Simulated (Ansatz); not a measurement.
Task: a convergence test of the k-point mesh of C, space group Fmmm, with the Python package of Ansatz (0.2.0). Give the script and its output. Level of theory (first run): LDA, PAW, the default cutoff (420 eV here), 4×4×4 k-points, cold smearing of 0.15 eV. The script varies spacing (1/A): 0.8, 0.6, 0.5, 0.4, 0.33.

```
C
1.0
     0.00000    2.12700    3.34800
     1.22800    0.00000    3.34800
     1.22800    2.12700    0.00000
C
2
Direct
  0.16667 0.83333 0.16667
  0.83333 0.16667 0.83333
```

Script `c_kconv.py`:
```python
"""Convergence of C with the k-point mesh."""

import warnings

import ansatz as az


def main() -> None:
    warnings.simplefilter("ignore", az.DeckWarning)

    cell = (
        az.Lattice.of((0.0, 2.127, 3.348), (1.228, 0.0, 3.348), (1.228, 2.127, 0.0))
        .atom("C", (1 / 6, 5 / 6, 1 / 6))
        .atom("C", (5 / 6, 1 / 6, 5 / 6))
    )

    base = (
        cell.calculation()
        .occupations("cold", width=0.15)
        .functional("LDA")
    )

    rows = []
    for value in [0.8, 0.6, 0.5, 0.4, 0.33]:
        report = base.kpoints(spacing=value).run().report
        rows.append((value, report["free_energy_ev"] / len(report["lattice"]["sites"]), report["n_iterations"], report["n_kpoints"]))

    print("spacing (1/A)   F/atom (eV)    iterations      k-points")
    for row in rows:
        print(f"{str(row[0]):>12s}  {row[1]:12.5f}  {row[2]:12d}  {row[3]:12d}")

    # differences from the last row
    for row in rows[:-1]:
        shift = 1000 * (row[1] - rows[-1][1])
        print(f"{row[0]}: {shift:+.2f} meV/atom" + ("  (within 2 meV)" if abs(shift) < 2 else ""))


if __name__ == "__main__":
    main()
```

```console
$ python c_kconv.py
spacing (1/A)   F/atom (eV)    iterations      k-points
         0.8    -242.99629             5            18
         0.6    -242.96563             5            46
         0.5    -242.98557             5            64
         0.4    -242.98060             5            95
        0.33    -242.98171             7           171
0.8: -14.58 meV/atom
0.6: +16.08 meV/atom
0.5: -3.86 meV/atom
0.4: +1.11 meV/atom  (within 2 meV)
```

From a spacing of 0.4 (8×8×8) on it stays within 2 meV an atom of the value at a spacing of 0.33 (10×10×10); the first row (a spacing of 0.8 (4×4×4)) is off by 14.6 meV and the last but one by 1.11 meV. It goes up and down, since the sum over k-points isn't variational.

Caveats:
- Cold and Methfessel-Paxton smearing aren't meant for a gap as narrow as their width.
- This isn't the structure that C takes at ambient conditions.
- Shifts are counted from the finest mesh, which is itself no proven limit.
- By the engine's processor time: 3 s on 1 thread of Intel(R) Xeon(R) Processor @ 2.30GHz (shared host), peak memory 0.45 GiB.
